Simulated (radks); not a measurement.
# Nuclear size and the levels of Sn

The task here is to estimate one member of a computed series from the others.

Program: radks (a radial shooting solver on a logarithmic mesh, Libxc functionals) version 1. Level of theory: Dirac Kohn-Sham, LDA (Slater exchange, Perdew-Wang correlation), spin-unpolarised, spherical densities, finite nucleus; open shells are shared between the two j in proportion to 2j + 1. These are calculated values, not measurements, unless marked.

### The system

```
element            : tin (Z = 50)
charge             : 0
electrons          : 50
configuration      : [Kr] 4d10 5s2 5p2
nuclear rms radius : 4.6519 fm
```

Outer shells as boxes (Hund's rule):

Sn
```
[Kr] core
4d [↑↓][↑↓][↑↓][↑↓][↑↓]
5s [↑↓]
5p [↑ ][↑ ][  ]
```

Set-up of the first run:

Input:

```text
Z 50
configuration [Kr] 4d10 5s2 5p2 6s0 4f0
relativity Dirac
functional lda,pw
spin unpolarised
j_filling average
nucleus finite rms 4.6519 fm
c 137.035999084
```

Among the steps run: rms radius 4.6519 fm.

One of the session's tables, all rows but one given; the rest of the session is left out.

It belongs to the step «rms radius 4.6519 fm». Radial moments (bohr):

| level | <r> | outermost maximum (interpolated) | 90 % within | nodes |
| --- | --- | --- | --- | --- |
| 4p1/2 | 0.8653 | 0.771 | 1.27 | 2 |
| 4p3/2 | 0.8956 | 0.796 | 1.32 | 2 |
| 4d3/2 | 1.092 | 0.881 | 1.70 | 1 |
| 4d5/2 | 1.107 | 0.891 | 1.73 | 1 |
| 5s1/2 | 2.384 | 2.00 | 3.55 | 4 |
| 5p1/2 | 3.115 | 2.46 | 4.80 | 3 |
| 5p3/2 | ? | ? | ? | ? |
| 6s1/2 | 8.326 | 6.69 | 12.8 | 5 |

Q: Estimate the row for 5p3/2 from the others.

The run gave: <r>: 3.273; outermost maximum (interpolated): 2.58; 90 % within: 5.05; nodes: 3. In the column «<r>» it lies between 5p1/2 (3.115) and 6s1/2 (8.326).
